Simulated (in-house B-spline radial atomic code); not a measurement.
**I⁴¹⁺: excited configurations in jj coupling**

How much energy does it take to promote electrons of I⁴¹⁺ to other shells? Each configuration is solved by itself and compared with the reference.

Program: in-house B-spline radial atomic code version 1. Level of theory: Dirac-Hartree-Fock, average of configuration, Fermi nucleus, basis-set limit. These are calculated values, not measurements, unless marked.

### 1 Starting point

| Property | Result |
| --- | --- |
| element | iodine (Z = 53) |
| charge | +41 |
| electrons | 12 |
| configuration | 1s2 2s2 2p6 3s2 |
| Hamiltonian | Dirac-Coulomb |
| nucleus | Fermi, rms radius 4.750 fm |

Input settings:

```ini
Z = 53
electrons = 12.0
configuration = 1s2 2s2 2p6 3s2
hamiltonian = dirac
method = hf
spin_polarised = False
nucleus = fermi
rms_radius = 4.75
mass_number = 127
atomic_mass = 126.904472592
speed_of_light = 137.035999084
```

From the earlier run of the reference: total energy -5577.642259 hartree. Levels, eight at most:

```csv
orbital,occupation,energy (eV),<r> (bohr)
1s1/2,2,-36016.4,0.02719
2s1/2,2,-7746.03,0.1144
2p1/2,2,-7435.95,0.09663
2p3/2,4,-7125.03,0.1020
3s1/2,2,-3099.79,0.2775
```

### 2 1s2 2s2 2p-1 2p+4 3s2 7f+1

In configurations, a minus sign after the shell means j = l − 1/2 and a plus sign j = l + 1/2; the count of electrons follows.

Input settings:

```ini
Z = 53
electrons = 12.0
configuration = 1s2 2s2 2p-1 2p+4 3s2 7f+1
hamiltonian = dirac
method = hf
spin_polarised = False
nucleus = fermi
rms_radius = 4.75
mass_number = 127
atomic_mass = 126.904472592
speed_of_light = 137.035999084
```

### 3 Run with 1s2 2s2 2p6 3s1 7d-1

Changes to the settings of step 2:

```diff
@@ -2,3 +2,3 @@
 electrons = 12.0
-configuration = 1s2 2s2 2p-1 2p+4 3s2 7f+1
+configuration = 1s2 2s2 2p6 3s1 7d-1
 hamiltonian = dirac
```

### 4 Run with 1s2 2s2 2p6 3s1 5f-1

Changes to the settings of step 3:

```diff
@@ -2,3 +2,3 @@
 electrons = 12.0
-configuration = 1s2 2s2 2p6 3s1 7d-1
+configuration = 1s2 2s2 2p6 3s1 5f-1
 hamiltonian = dirac
```

### 5 Run with 1s2 2s2 2p-1 2p+4 3s2 5f-1

Changes to the settings of step 4:

```diff
@@ -2,3 +2,3 @@
 electrons = 12.0
-configuration = 1s2 2s2 2p6 3s1 5f-1
+configuration = 1s2 2s2 2p-1 2p+4 3s2 5f-1
 hamiltonian = dirac
```

### 6 1s2 2s2 2p6 3s1 3d+1

Changes to the settings of step 5:

```diff
@@ -2,3 +2,3 @@
 electrons = 12.0
-configuration = 1s2 2s2 2p-1 2p+4 3s2 5f-1
+configuration = 1s2 2s2 2p6 3s1 3d+1
 hamiltonian = dirac
```

How far above the reference does each configuration lie (order and size, in eV)?

As calculated:

| net move | configuration | energy above the reference (eV) | with Breit, QED, recoil (eV) | largest <r> (bohr) |
| --- | --- | --- | --- | --- |
| 3s → 3d5/2 | 1s2 2s2 2p6 3s1 3d+1 | 322.76 | 320.15 | 0.278 |
| 3s → 5f5/2 | 1s2 2s2 2p6 3s1 5f-1 | 2131.23 | 2128.01 | 0.741 |
| 3s → 7d3/2 | 1s2 2s2 2p6 3s1 7d-1 | 2599.70 | 2596.53 | 1.64 |
| 2p1/2 → 5f5/2 | 1s2 2s2 2p-1 2p+4 3s2 5f-1 | 6459.53 | 6447.18 | 0.738 |
| 2p1/2 → 7f7/2 | 1s2 2s2 2p-1 2p+4 3s2 7f+1 | 6937.24 | 6924.88 | 1.59 |

What this shows: The energies run from 322.76 eV (3s → 3d5/2) to 6937.24 eV (2p1/2 → 7f7/2). 2 of them lie more than 2 % above the ionisation threshold that Koopmans' theorem gives (3099.79 eV), where such states can decay by emitting an electron. These are averages over configurations, without correlation, not spectroscopic levels.
